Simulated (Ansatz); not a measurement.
# AlCo: the crystal squeezed far

How does AlCo (rocksalt type) answer strong compression? The runs shown use PAW. Its runs: cell relaxed at zero pressure (PAW); volume scaled by 1 (PAW); volume scaled by 0.94 (PAW); volume scaled by 0.88 (PAW); volume scaled by 0.8 (PAW); volume scaled by 0.72 (PAW); volume scaled by 0.64 (PAW); volume scaled by 0.55 (PAW and PAW (source ansatz)).

Computed with Ansatz 0.2.0 (DFT r²SCAN, with the methods named in each step, unless a step's input says otherwise).

## (1) The system as given

Symmetry: Fm-3m, No. 225, cubic system. The conventional cell has a = 4.828 Å, b = 4.828 Å, c = 4.828 Å, α = 90.00°, β = 90.00°, γ = 90.00°. Co (site symmetry m-3m) has 6 Al at 2.41 Å as nearest neighbours. Around Al (site symmetry m-3m) lie 6 Co at 2.41 Å.

As a file:

```
CELL_PARAMETERS angstrom
0.00000 2.41380 2.41380
2.41380 0.00000 2.41380
2.41380 2.41380 0.00000
ATOMIC_POSITIONS crystal
Co 0.00000 0.00000 0.00000
Al 0.50000 0.50000 0.50000
```

Whether this phase is the stable one at these pressures isn't tested.

Atoms are numbered in the order of the input: Co1, Al2.

## (2) Cell relaxed at zero pressure, PAW

The input, input.yaml:

```yaml
crystal:
  lattice:
    - [0.0, 2.4137972614, 2.4137972614]
    - [2.4137972614, 0.0, 2.4137972614]
    - [2.4137972614, 2.4137972614, 0.0]
  atoms:
    - { symbol: Co, position: [0.0, 0.0, 0.0] }
    - { symbol: Al, position: [0.5, 0.5, 0.5] }
kpoints:
  mp_grid: { grid: [15, 15, 15] }
scf:
  occupations: { method: fermi_dirac, width: 0.08 }
hamiltonian:
  xc: r2scan
  pseudopotentials: { kind: paw }
output:
  forces: true
  stress: true
relax:
  f_tol: 0.005
  max_steps: 40
  cell: {}
```

On the command line:

```bash
$ ansatz run input.yaml --threads 1 --pin off --max-ram 2048MiB --backend cpu --events-out ev --progress --plain --runs-dir out
```

The runs that follow: Volume scaled by 1, PAW; Volume scaled by 0.94, PAW; Volume scaled by 0.88, PAW; Volume scaled by 0.8, PAW; Volume scaled by 0.72, PAW; Volume scaled by 0.64, PAW; Volume scaled by 0.55, PAW; Volume scaled by 0.55, PAW (source ansatz).

What does the calculation give? Wanted: PAW pressure at 0.55 of the volume; fitted bulk modulus at zero pressure.

As calculated:

| quantity | value |
| --- | --- |
| PAW pressure at 0.55 of the volume | 259.9 GPa |
| fitted bulk modulus at zero pressure (PAW) | 133 GPa |
| its pressure derivative | 3.96 |

By PAW the pressure climbs to 260 GPa at 0.55 of the first volume. One third-order Birch-Murnaghan curve follows these points (B₀ = 133 GPa, B′ = 3.96, misfit at most 0.33 GPa). A fit over so wide a range leans to the high pressures, so B₀ can be off by several per cent. No all-electron run checks these rows here, and frozen cores can fail under such compression. The ions are at rest, and the electrons smeared by 0.08 eV. Spin polarisation is left out here, though a magnetic state may lie well lower.
